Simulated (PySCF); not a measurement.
# C5H11F3N2Si: NMR shifts in solvents

Aim: compute the NMR shifts of C5H11F3N2Si (`N[SiH2]N1CCC[C@@H]1C(F)(F)F`), and see what a dielectric continuum does where one was used.

Computed with PySCF 2.14.0, with density-fitted response routines of our own, on a single molecule, in the gas phase or a continuum. Atoms count from 0, in the outputs and in this text.

## 1. Starting geometry

22 atoms, charge 0, multiplicity 1; geometry from: GFN2-xTB.

Bonds of the start (Å): N0–Si1 1.72, Si1–N2 1.73, N2–C3 1.45, C3–C4 1.54, C4–C5 1.53, C5–C6 1.53, C6–C7 1.54, C7–F8 1.35, C7–F9 1.35, C7–F10 1.34, C6–N2 1.43, N0–H11 1.01, N0–H12 1.01, Si1–H13 1.46, Si1–H14 1.46, C3–H15 1.09, C3–H16 1.09, C4–H17 1.09, C4–H18 1.09, C5–H19 1.09, C5–H20 1.09, C6–H21 1.10.

## 2. Relaxing the molecule at PBE0-D3(BJ)/def2-SVP

Job settings and geometry (Å):

```
{"job": {"xc": "PBE0", "basis": "def2-SVP", "d3": "d3bj", "grid": 1, "kind": "geom"}, "charge": 0, "multiplicity": 1}
N      3.133002     0.119911    -0.082227
Si     1.903573    -1.028843     0.268000
N      0.239881    -0.636018    -0.012530
C     -0.424103    -0.754927    -1.301003
C     -1.860318    -0.251212    -1.097697
C     -2.022296    -0.192220     0.422113
C     -0.594231     0.074209     0.903719
C     -0.279504     1.581126     0.899761
F     -1.178350     2.298029     1.599054
F      0.915453     1.838797     1.461536
F     -0.235610     2.121902    -0.324990
H      3.221937     0.950636     0.480187
H      3.412677     0.308421    -1.030590
H      1.973577    -1.271753     1.704846
H      2.152069    -2.160663    -0.617629
H     -0.403796    -1.803831    -1.611751
H      0.089036    -0.165764    -2.068134
H     -1.976740     0.742409    -1.529534
H     -2.591103    -0.911835    -1.559343
H     -2.342073    -1.158649     0.810848
H     -2.725670     0.570991     0.749444
H     -0.417824    -0.251330     1.935070
```

The program printed:

```text
step   0  E = -894.46047603  max force = 0.013725
step   1  E = -894.46361833  max force = 0.007811
step   2  E = -894.46380203  max force = 0.001828
step   3  E = -894.46386660  max force = 0.001238
step   4  E = -894.46391359  max force = 0.001090
step   5  E = -894.46394775  max force = 0.001132
step   6  E = -894.46397550  max force = 0.000731
step   7  E = -894.46399964  max force = 0.000729
step   8  E = -894.46402461  max force = 0.000591
step   9  E = -894.46404360  max force = 0.000543
step  10  E = -894.46405557  max force = 0.000327
optimisation converged
```

It took 5.6 min on 1 thread, shared host.

Step by step:

| step | energy from step 0 (eV) | largest force component (eV/Å) |
| --- | --- | --- |
| 0 | 0.0000 | 0.7058 |
| 1 | -0.0855 | 0.4017 |
| 2 | -0.0905 | 0.0940 |
| 3 | -0.0923 | 0.0637 |
| 4 | -0.0935 | 0.0561 |
| 5 | -0.0945 | 0.0582 |
| 6 | -0.0952 | 0.0376 |
| 7 | -0.0959 | 0.0375 |
| 8 | -0.0966 | 0.0304 |
| 9 | -0.0971 | 0.0279 |
| 10 | -0.0974 | 0.0168 |

Distances of close pairs at the start and the end, largest changes first:

```csv
bond,before (Å),after (Å),change (Å)
Si1–H14,1.458,1.493,+0.035
Si1–H13,1.459,1.491,+0.032
C6–C7,1.539,1.524,-0.015
Si1–N2,1.732,1.747,+0.014
C3–H15,1.094,1.106,+0.012
C4–H18,1.088,1.099,+0.011
N2–C6,1.428,1.439,+0.011
C5–H20,1.088,1.099,+0.011
```

The final coordinates are the input of the step that follows.

```
                         at the end point                value
  point group (found at 0.08 Å tolerance)                   C1
rotational constants (GHz, main isotopes)  1.233, 0.873, 0.626
                        dipole moment (D)                 1.88
```

## 3. NMR shieldings: PBE0/pcSseg-1 in acetonitrile

Job settings and geometry (Å):

```
{"job": {"kind": "nmr", "xc": "PBE0", "basis": "pcSseg-1", "solvent": "acetonitrile", "pop": true}, "charge": 0, "multiplicity": 1}
N      3.125138     0.279408    -0.287697
Si     1.966532    -0.905312     0.189292
N      0.271248    -0.562932    -0.055431
C     -0.397527    -0.710167    -1.345995
C     -1.817345    -0.176529    -1.129595
C     -2.015973    -0.271730     0.381574
C     -0.614558    -0.010462     0.935587
C     -0.350564     1.471132     1.178563
F     -1.159523     1.961399     2.123344
F      0.911964     1.666614     1.595667
F     -0.515602     2.216458     0.081628
H      3.102016     1.203140     0.130167
H      3.452573     0.316658    -1.245368
H      2.089220    -1.154252     1.653852
H      2.279102    -2.111027    -0.634550
H     -0.409853    -1.772009    -1.655792
H      0.115540    -0.149971    -2.147716
H     -1.884319     0.871629    -1.452798
H     -2.568913    -0.746631    -1.693885
H     -2.313883    -1.290425     0.671793
H     -2.771507     0.422320     0.776160
H     -0.473884    -0.480370     1.925326
```

Method: GIAO PBE0/pcSseg-1 NMR shielding, non-relativistic, IEF-PCM acetonitrile.

The program printed:

```text
coarse grid: 19256 points
cycle   1  E = -894.6805128869  dE =  1.554e+00  |g| = 9.515e-01  |ddm| = 4.184e+00
cycle   2  E = -894.5436678834  dE =  1.368e-01  |g| = 1.345e+00  |ddm| = 1.300e+00
cycle   3  E = -894.8422425025  dE = -2.986e-01  |g| = 5.536e-02  |ddm| = 7.657e-01
cycle   4  E = -894.8426026816  dE = -3.602e-04  |g| = 3.439e-02  |ddm| = 6.172e-02
cycle   5  E = -894.8428467231  dE = -2.440e-04  |g| = 7.415e-03  |ddm| = 3.117e-02
cycle   6  E = -894.8428578653  dE = -1.114e-05  |g| = 1.500e-03  |ddm| = 6.915e-03
cycle   7  E = -894.8428582764  dE = -4.111e-07  |g| = 4.575e-04  |ddm| = 1.318e-03
final grid: 183856 points
cycle   8  E = -894.9235210436  dE = -6.459e-05  |g| = 9.753e-03  |ddm| = 3.393e-02
cycle   9  E = -894.9235062340  dE =  1.481e-05  |g| = 1.319e-02  |ddm| = 1.812e-02
cycle  10  E = -894.9235426760  dE = -3.644e-05  |g| = 7.140e-04  |ddm| = 9.905e-03
cycle  11  E = -894.9235427522  dE = -7.616e-08  |g| = 3.258e-04  |ddm| = 6.803e-04
cycle  12  E = -894.9235427702  dE = -1.800e-08  |g| = 7.898e-05  |ddm| = 2.599e-04
cycle  13  E = -894.9235427713  dE = -1.122e-09  |g| = 2.701e-05  |ddm| = 9.512e-05
cycle  14  E = -894.9235427714  dE = -1.476e-10  |g| = 6.409e-06  |ddm| = 2.699e-05
converged SCF energy = -894.9235427714

GIAO shielding tensors (ppm)
atom      isotropic    diamagn.    paramagn.     s11        s22        s33       span
  0 N      239.231     321.817     -82.586    215.651    236.662    265.381     49.729
  1 Si     391.851     881.116    -489.265    338.129    411.470    425.953     87.824
  2 N      203.226     332.339    -129.113    154.581    181.920    273.176    118.596
  3 C      135.943     243.175    -107.232    103.583    133.062    171.184     67.601
  4 C      156.767     250.552     -93.785    129.688    169.748    170.865     41.177
  5 C      154.930     248.988     -94.059    131.071    162.960    170.758     39.686
  6 C      120.306     247.398    -127.092     99.001    117.286    144.632     45.632
  7 C       51.628     247.564    -195.936     44.173     51.145     59.564     15.391
  8 F      273.441     471.945    -198.504    189.022    281.977    349.324    160.302
  9 F      263.354     477.403    -214.049    180.166    267.402    342.495    162.329
 10 F      277.100     477.760    -200.660    201.967    280.850    348.484    146.518
 11 H       30.264      32.545      -2.281     22.134     28.449     40.208     18.074
 12 H       29.747      30.666      -0.919     23.308     25.032     40.900     17.591
 13 H       26.690      30.498      -3.808     22.628     25.674     31.768      9.139
 14 H       26.709      29.885      -3.176     22.421     25.512     32.195      9.773
 15 H       28.155      30.222      -2.067     22.356     26.410     35.699     13.343
 16 H       27.935      30.968      -3.033     23.087     26.886     33.832     10.745
 17 H       29.215      31.219      -2.004     25.615     27.064     34.966      9.351
 18 H       29.342      28.903       0.439     24.604     26.081     37.341     12.736
 19 H       29.331      30.183      -0.852     24.117     26.709     37.169     13.052
 20 H       29.258      29.690      -0.432     24.412     27.703     35.658     11.246
 21 H       27.654      31.493      -3.839     24.727     26.099     32.135      7.408
```

It took 68 s on 1 thread, shared host.

Shifts follow as δ = σ(reference) − σ, with reference shieldings (ppm) from runs at the same level and on the same kind of geometry: 1H TMS 31.24, 13C TMS 185.5, 29Si TMS 351.8, 19F CFCl3 180.5, 15N NH3 268.5. The references are single molecules in the same continuum, so shifts against H2O, NH3, PH3, H3PO4 or CFCl3 are not on the usual liquid scales and can be off by tens of ppm. Atoms listed in one row are averaged.

```csv
atoms,environment,σ (ppm),δ (ppm)
C7,CF3 carbon,51.6,133.8
C6,sp3 CH bonded to N,120.3,65.2
C3,sp3 CH2 bonded to N,135.9,49.5
C5,sp3 CH2 in a ring,154.9,30.5
C4,sp3 CH2 in a ring,156.8,28.7
H13,hydrogen on a silicon bonded to 2 N,26.69,4.55
H14,hydrogen on a silicon bonded to 2 N,26.71,4.53
H21,hydrogen on an sp3 CH bonded to N,27.65,3.59
H16,hydrogen on an sp3 CH2 bonded to N,27.93,3.30
H15,hydrogen on an sp3 CH2 bonded to N,28.16,3.08
H17,hydrogen on an sp3 CH2 in a ring,29.22,2.02
H20,hydrogen on an sp3 CH2 in a ring,29.26,1.98
H19,hydrogen on an sp3 CH2 in a ring,29.33,1.91
H18,hydrogen on an sp3 CH2 in a ring,29.34,1.90
"H11, H12",hydrogen on a nitrogen bonded to Si,30.01,1.23
N2,"nitrogen bonded to 2 C, Si, in a 5-membered ring",203.2,65.3
N0,"nitrogen bonded to Si, 2 H",239.2,29.3
Si1,"silicon bonded to 2 N, 2 H",391.9,-40.1
"F8, F9, F10",fluorine of a CF3 group,271.3,-90.8
```

Charges from the same density, by scheme (e):

| atoms | Mulliken | IAO | Hirshfeld | ESP fit |
| --- | --- | --- | --- | --- |
| N0 | -0.67 | -0.86 | -0.33 | -1.07 |
| Si1 | 0.85 | 0.95 | 0.36 | 0.63 |
| N2 | -0.83 | -0.54 | -0.19 | -0.37 |
| C3 | 0.06 | -0.15 | -0.03 | -0.04 |
| C4 | -0.26 | -0.26 | -0.07 | -0.06 |
| C5 | -0.19 | -0.26 | -0.07 | -0.21 |
| C6 | -0.13 | -0.05 | -0.01 | 0.05 |
| C7 | 0.87 | 0.79 | 0.25 | 0.51 |
| F8, F9, F10 | -0.28 | -0.29 | -0.09 | -0.19 |

Mayer bond orders: N0–Si1 1.09, Si1–N2 0.90, N2–C3 0.91, C3–C4 1.03, C4–C5 1.03, C5–C6 1.02, C6–C7 0.93, C7–F8 0.99, C7–F9 0.96, C7–F10 0.99, C6–N2 0.94.

Ring of atoms N2, C3, C4, C5, C6: NICS(0) -7.6, NICS(1) -3.5, NICS(1)zz -7.2 ppm (means of both faces).

## 4. Nuclear shieldings: PBE0/pcSseg-1 in chloroform

The job, as its differences from that of step 3:

```diff
@@ -1,2 +1,2 @@
-{"job": {"kind": "nmr", "xc": "PBE0", "basis": "pcSseg-1", "solvent": "acetonitrile", "pop": true}, "charge": 0, "multiplicity": 1}
+{"job": {"kind": "nmr", "xc": "PBE0", "basis": "pcSseg-1", "solvent": "chloroform", "pop": false}, "charge": 0, "multiplicity": 1}
 N      3.125138     0.279408    -0.287697
```

Method: GIAO PBE0/pcSseg-1 NMR shielding, non-relativistic, IEF-PCM chloroform.

The program printed:

```text
coarse grid: 19256 points
cycle   1  E = -894.6777421701  dE =  1.557e+00  |g| = 9.537e-01  |ddm| = 4.184e+00
cycle   2  E = -894.5378676243  dE =  1.399e-01  |g| = 1.353e+00  |ddm| = 1.310e+00
cycle   3  E = -894.8402277639  dE = -3.024e-01  |g| = 5.601e-02  |ddm| = 7.763e-01
cycle   4  E = -894.8406000518  dE = -3.723e-04  |g| = 3.474e-02  |ddm| = 6.304e-02
cycle   5  E = -894.8408490705  dE = -2.490e-04  |g| = 7.630e-03  |ddm| = 3.179e-02
cycle   6  E = -894.8408608765  dE = -1.181e-05  |g| = 1.502e-03  |ddm| = 7.141e-03
cycle   7  E = -894.8408612841  dE = -4.076e-07  |g| = 4.615e-04  |ddm| = 1.289e-03
final grid: 183856 points
cycle   8  E = -894.9215347315  dE = -6.447e-05  |g| = 9.776e-03  |ddm| = 3.391e-02
cycle   9  E = -894.9215193320  dE =  1.540e-05  |g| = 1.330e-02  |ddm| = 1.828e-02
cycle  10  E = -894.9215564245  dE = -3.709e-05  |g| = 7.170e-04  |ddm| = 1.009e-02
cycle  11  E = -894.9215565004  dE = -7.587e-08  |g| = 3.322e-04  |ddm| = 6.917e-04
cycle  12  E = -894.9215565190  dE = -1.860e-08  |g| = 8.133e-05  |ddm| = 2.671e-04
cycle  13  E = -894.9215565202  dE = -1.176e-09  |g| = 2.834e-05  |ddm| = 9.779e-05
cycle  14  E = -894.9215565204  dE = -1.646e-10  |g| = 6.372e-06  |ddm| = 2.834e-05
converged SCF energy = -894.9215565204

GIAO shielding tensors (ppm)
atom      isotropic    diamagn.    paramagn.     s11        s22        s33       span
  0 N      238.878     321.624     -82.747    215.395    236.218    265.021     49.625
  1 Si     391.776     881.084    -489.308    338.507    411.019    425.803     87.296
  2 N      203.252     332.343    -129.091    154.501    182.142    273.114    118.613
  3 C      135.881     243.111    -107.230    103.700    132.920    171.024     67.324
  4 C      156.736     250.456     -93.720    129.661    169.752    170.795     41.134
  5 C      154.852     248.991     -94.139    131.070    162.849    170.637     39.568
  6 C      120.230     247.341    -127.111     99.073    116.979    144.637     45.564
  7 C       51.765     247.446    -195.681     44.548     51.458     59.289     14.740
  8 F      272.986     471.900    -198.913    188.573    281.423    348.962    160.389
  9 F      263.063     477.335    -214.272    180.002    267.011    342.176    162.173
 10 F      276.594     477.676    -201.082    201.554    280.175    348.054    146.500
 11 H       30.344      32.562      -2.218     22.236     28.566     40.230     17.994
 12 H       29.888      30.732      -0.845     23.495     25.225     40.942     17.447
 13 H       26.669      30.434      -3.765     22.613     25.641     31.754      9.141
 14 H       26.700      29.840      -3.140     22.412     25.498     32.189      9.777
 15 H       28.173      30.242      -2.069     22.393     26.421     35.703     13.310
 16 H       27.962      30.991      -3.029     23.130     26.910     33.847     10.716
 17 H       29.202      31.191      -1.989     25.599     27.057     34.948      9.349
 18 H       29.392      28.956       0.436     24.661     26.148     37.366     12.704
 19 H       29.377      30.246      -0.869     24.174     26.771     37.187     13.013
 20 H       29.281      29.726      -0.445     24.449     27.731     35.664     11.215
 21 H       27.718      31.574      -3.856     24.801     26.175     32.177      7.377
```

Run time: 69 s. Hardware: 1 thread, shared host.

In short: δ C7 133.4, C6 64.9, C3 49.3, C5 30.3, H13 4.58, H14 4.55 ppm.

## 5. Comparing the runs: NMR shifts

Shifts (ppm) of some atoms, chosen among heavy atoms and hydrogens apart, means over like atoms, with basis size and wall time:

```
                          run     C7    C4   H21   H11    N2    N0     F8  functions  time
PBE0/pcSseg-1 in acetonitrile  133.8  28.7  3.59  1.23  65.3  29.3  -90.8        249  68 s
  PBE0/pcSseg-1 in chloroform  133.4  28.4  3.53  1.13  64.5  28.9  -91.3        249  69 s
```

The continuum's effect on the ground state:

```csv
solvent,ε,polarisation energy (Eh),μ (D)
chloroform,4.71,-0.0056,2.39
acetonitrile,35.69,-0.0079,2.52
```

## 6. What came out

| quantity | value |
| --- | --- |
| point group | C1 |
| rotational constants (main isotopes) | 1.23, 0.87, 0.63 GHz |
| 13C shifts against TMS (PBE0/pcSseg-1, acetonitrile) | 133.8, 65.2, 49.5, 30.5, 28.7 ppm |
| 1H shifts against TMS (PBE0/pcSseg-1, acetonitrile, means over atoms taken as alike) | 4.55, 4.53, 3.59, 3.30, 3.08, 2.02, 1.98, 1.91, 1.90, 1.23 ppm |
| 15N shifts against NH3 (PBE0/pcSseg-1, acetonitrile) | 65.3, 29.3 ppm |
| 29Si shifts against TMS (PBE0/pcSseg-1, acetonitrile) | -40.1 ppm |
| 19F shifts against CFCl3 (PBE0/pcSseg-1, acetonitrile, means over atoms taken as alike) | -90.8 ppm |
| range of the shift of N2 | 64.5 to 65.3 ppm |

**Reading.** The optimisation took 10 steps and gained 0.097 eV; among the close pairs (by a distance rule), Si1–H14 changed most, from 1.458 to 1.493 Å. No frequency check was run at this level, so the end point may be a saddle. At PBE0/pcSseg-1: The largest span, 156 ppm, is at F8, F9, F10, where the paramagnetic term is -204 ppm. Across the 2 runs the shift of N2 moves most, between 64.5 (PBE0/pcSseg-1 in chloroform) and 65.3 ppm (PBE0/pcSseg-1 in acetonitrile). Most of that comes from the computed reference, not from the atom's own shielding. The continuum holds electrostatics alone: no hydrogen bonds to the solvent, and the gas-phase geometry is kept.
